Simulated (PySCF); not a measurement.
# C3H4O3S2: magnetic properties

What do calculations give for the magnetic properties of C3H4O3S2 (`COS(=O)(=O)C=C=S`)?

Programs: PySCF 2.14.0, with routines of our own; each step states its level. All values are computed. Atoms count from 0.

## 1. The system as given

12 atoms, charge 0, multiplicity 1; geometry from: GFN2-xTB.

## 2. Magnetic properties: GIAO B97-2/pcSseg-1

The job: settings as JSON, then the geometry in Å.

```
{"job": {"kind": "mag", "xc": "B97-2", "basis": "pcSseg-1", "isotopologues": 2}, "charge": 0, "multiplicity": 1}
C     -1.675336    -0.647725     0.317908
O     -0.673584     0.088940     0.988602
S      0.165498     1.120956     0.094341
O      0.918511     1.918064     0.995507
O     -0.699607     1.733800    -0.863438
C      1.259969     0.026214    -0.821281
C      2.200719    -0.541962    -0.145781
S      3.255705    -1.163506     0.800997
H     -1.243029    -1.543944    -0.135300
H     -2.130669    -0.022931    -0.453084
H     -2.419680    -0.931261     1.060898
H      1.042702    -0.037329    -1.865396
```

Method: GIAO B97-2/pcSseg-1 magnetisability, rotational g tensor and spin-rotation constants, non-relativistic, gas phase.

The run is started by

```console
> OMP_NUM_THREADS=1 python excited_run.py task.json out
```

This one command runs all jobs of the session in turn.

Output:

```text
coarse grid: 12248 points
cycle   1  E = -1138.1642221665  dE =  2.140e+00  |g| = 1.201e+00  |ddm| = 3.748e+00
cycle   2  E = -1137.4852067636  dE =  6.790e-01  |g| = 2.246e+00  |ddm| = 3.208e+00
cycle   3  E = -1138.4029174421  dE = -9.177e-01  |g| = 2.951e-01  |ddm| = 2.491e+00
cycle   4  E = -1138.4184094029  dE = -1.549e-02  |g| = 1.425e-01  |ddm| = 4.024e-01
cycle   5  E = -1138.4230367288  dE = -4.627e-03  |g| = 5.273e-02  |ddm| = 1.748e-01
cycle   6  E = -1138.4237699601  dE = -7.332e-04  |g| = 1.590e-02  |ddm| = 6.163e-02
cycle   7  E = -1138.4238240281  dE = -5.407e-05  |g| = 3.939e-03  |ddm| = 1.472e-02
cycle   8  E = -1138.4238271473  dE = -3.119e-06  |g| = 1.036e-03  |ddm| = 3.838e-03
final grid: 112232 points
cycle   9  E = -1138.5081595104  dE = -4.498e-05  |g| = 8.458e-03  |ddm| = 2.957e-02
cycle  10  E = -1138.5081462467  dE =  1.326e-05  |g| = 1.190e-02  |ddm| = 1.458e-02
cycle  11  E = -1138.5081706046  dE = -2.436e-05  |g| = 1.434e-03  |ddm| = 9.359e-03
cycle  12  E = -1138.5081709247  dE = -3.201e-07  |g| = 6.490e-04  |ddm| = 1.614e-03
cycle  13  E = -1138.5081710087  dE = -8.402e-08  |g| = 1.920e-04  |ddm| = 7.300e-04
cycle  14  E = -1138.5081710165  dE = -7.796e-09  |g| = 4.360e-05  |ddm| = 1.925e-04
cycle  15  E = -1138.5081710168  dE = -2.610e-10  |g| = 2.922e-05  |ddm| = 6.358e-05
converged SCF energy = -1138.5081710168

Magnetisability tensor (1e-30 J/T^2)
    -1217.16       18.52       39.07
       18.52    -1200.02      -72.87
       39.07      -72.87    -1172.81
isotropic -1196.66   principal values   -1284.17  -1196.91  -1108.90
isotropic susceptibility -72.065 1e-6 cm^3/mol

Inertial axes            a          b          c
rot. const./GHz      2.7187     0.9440     0.8447
chi total           -72.907    -70.747    -72.541
chi diamagnetic    -544.280  -1278.650  -1432.293
chi paramagnetic    471.373   1207.904   1359.753
quadrupole/D A        1.342     -0.800     -0.542
g nuclear            0.5607     0.5210     0.5271
g electronic        -0.6020    -0.5357    -0.5396
g total             -0.0413    -0.0147    -0.0125

Spin-rotation constants (kHz, H = +C I.J)
atom  isotope        aa         bb         cc
  8     1H       -0.114     -0.056     -0.052
  9     1H       -0.055     -0.068     -0.051
 10     1H       -0.216     -0.036     -0.034
 11     1H       -0.296     -0.123      0.077
  0    13C*       0.548      0.172      0.171
  1    17O*      -0.708     -0.164     -0.180
  2    33S*       1.111      0.382      0.326
  3    17O*      -0.700     -0.262     -0.186
  5    13C*       0.529      0.198      0.275
  6    13C*       1.041      0.572      0.390
  7    33S*       1.390      0.438      0.282
* in the singly substituted isotopologue

Isotopologues: g along a, b, c
2H    at 8,9,10,11         -0.0379    -0.0141    -0.0121
13C   at 0                 -0.0407    -0.0146    -0.0124
```

Wall time 25 s (1 thread of Arm Neoverse V1, shared host); peak memory 0.77 GiB.

In short:

```csv
quantity,value
magnetisability,-1197·10⁻³⁰ J/T²
molar susceptibility,-72.1·10⁻⁶ cm³/mol
"rotational g (a, b, c)","-0.0413, -0.0147, -0.0125"
```

## 3. Magnetic properties: GIAO OLYP/pcseg-1

The job, as its differences from that of step 2:

```diff
@@ -1,2 +1,2 @@
-{"job": {"kind": "mag", "xc": "B97-2", "basis": "pcSseg-1", "isotopologues": 2}, "charge": 0, "multiplicity": 1}
+{"job": {"kind": "mag", "xc": "OLYP", "basis": "pcseg-1"}, "charge": 0, "multiplicity": 1}
 C     -1.675336    -0.647725     0.317908
```

Method: GIAO OLYP/pcseg-1 magnetisability, rotational g tensor and spin-rotation constants, non-relativistic, gas phase.

Output:

```text
coarse grid: 12248 points
cycle   1  E = -1138.0936809815  dE =  1.978e+00  |g| = 1.174e+00  |ddm| = 4.384e+00
cycle   2  E = -1135.5037476942  dE =  2.590e+00  |g| = 3.229e+00  |ddm| = 4.810e+00
cycle   3  E = -1138.1822176783  dE = -2.678e+00  |g| = 7.778e-01  |ddm| = 4.387e+00
cycle   4  E = -1138.3548006874  dE = -1.726e-01  |g| = 1.729e-01  |ddm| = 1.114e+00
cycle   5  E = -1138.3507399803  dE =  4.061e-03  |g| = 2.118e-01  |ddm| = 4.452e-01
cycle   6  E = -1138.3615660037  dE = -1.083e-02  |g| = 6.536e-02  |ddm| = 2.838e-01
cycle   7  E = -1138.3624644098  dE = -8.984e-04  |g| = 3.259e-02  |ddm| = 1.131e-01
cycle   8  E = -1138.3627858221  dE = -3.214e-04  |g| = 8.764e-03  |ddm| = 4.667e-02
cycle   9  E = -1138.3628001485  dE = -1.433e-05  |g| = 4.606e-03  |ddm| = 1.311e-02
cycle  10  E = -1138.3628047819  dE = -4.633e-06  |g| = 5.315e-04  |ddm| = 5.284e-03
final grid: 112232 points
cycle  11  E = -1138.4751482272  dE =  2.524e-05  |g| = 2.616e-02  |ddm| = 6.673e-02
cycle  12  E = -1138.4742821821  dE =  8.660e-04  |g| = 6.405e-02  |ddm| = 9.087e-02
cycle  13  E = -1138.4752313067  dE = -9.491e-04  |g| = 1.456e-02  |ddm| = 7.850e-02
cycle  14  E = -1138.4752971477  dE = -6.584e-05  |g| = 2.125e-03  |ddm| = 1.975e-02
cycle  15  E = -1138.4752984830  dE = -1.335e-06  |g| = 4.995e-04  |ddm| = 3.394e-03
cycle  16  E = -1138.4752985395  dE = -5.645e-08  |g| = 2.155e-04  |ddm| = 6.805e-04
cycle  17  E = -1138.4752985488  dE = -9.344e-09  |g| = 7.611e-05  |ddm| = 2.604e-04
cycle  18  E = -1138.4752985500  dE = -1.213e-09  |g| = 1.934e-05  |ddm| = 8.738e-05
cycle  19  E = -1138.4752985501  dE = -5.230e-11  |g| = 1.154e-05  |ddm| = 2.684e-05
converged SCF energy = -1138.4752985501

Magnetisability tensor (1e-30 J/T^2)
    -1204.74       24.56       36.15
       24.56    -1184.47      -70.86
       36.15      -70.86    -1162.56
isotropic -1183.92   principal values   -1271.97  -1179.41  -1100.39
isotropic susceptibility -71.298 1e-6 cm^3/mol

Inertial axes            a          b          c
rot. const./GHz      2.7187     0.9440     0.8447
chi total           -72.463    -69.572    -71.857
chi diamagnetic    -544.234  -1278.840  -1432.549
chi paramagnetic    471.771   1209.268   1360.691
quadrupole/D A        1.038     -0.703     -0.335
g nuclear            0.5607     0.5210     0.5271
g electronic        -0.6026    -0.5363    -0.5400
g total             -0.0418    -0.0153    -0.0129

Spin-rotation constants (kHz, H = +C I.J)
atom  isotope        aa         bb         cc
  8     1H       -0.113     -0.057     -0.052
  9     1H       -0.056     -0.068     -0.051
 10     1H       -0.217     -0.037     -0.035
 11     1H       -0.310     -0.124      0.077
  0    13C*       0.527      0.164      0.165
  1    17O*      -0.724     -0.169     -0.183
  2    33S*       1.118      0.384      0.327
  3    17O*      -0.680     -0.257     -0.179
  5    13C*       0.504      0.188      0.259
  6    13C*       1.030      0.529      0.363
  7    33S*       1.331      0.423      0.280
* in the singly substituted isotopologue
```

Run time: 29 s. Hardware: 1 thread of Arm Neoverse V1, shared host; peak memory 0.55 GiB.

Key values:

```csv
quantity,value
magnetisability,-1184·10⁻³⁰ J/T²
molar susceptibility,-71.3·10⁻⁶ cm³/mol
"rotational g (a, b, c)","-0.0418, -0.0153, -0.0129"
```

## 4. The levels compared

```csv
level,ξ (10⁻³⁰ J/T²),g(a),g(b),gap (eV),functions,time
GIAO B97-2/pcSseg-1,-1197,-0.0413,-0.0147,4.02,170,25 s
GIAO OLYP/pcseg-1,-1184,-0.0418,-0.0153,2.39,140,29 s
```

## 5. Summary of results

| quantity | value |
| --- | --- |
| magnetisability (step 2, GIAO B97-2/pcSseg-1) | -1197·10⁻³⁰ J/T² |
| molar susceptibility (step 2, GIAO B97-2/pcSseg-1) | -72.1·10⁻⁶ cm³/mol |
| rotational g (a, b, c) (step 2, GIAO B97-2/pcSseg-1) | -0.0413, -0.0147, -0.0125 |
| magnetisability over the levels | -1197 to -1184·10⁻³⁰ J/T² |

What this shows: The magnetisability spreads by 1.1 % over 2 levels of like cost. Two levels can agree by chance, so this spread shows no convergence. Vibrational averaging and real surroundings are missing from these values.
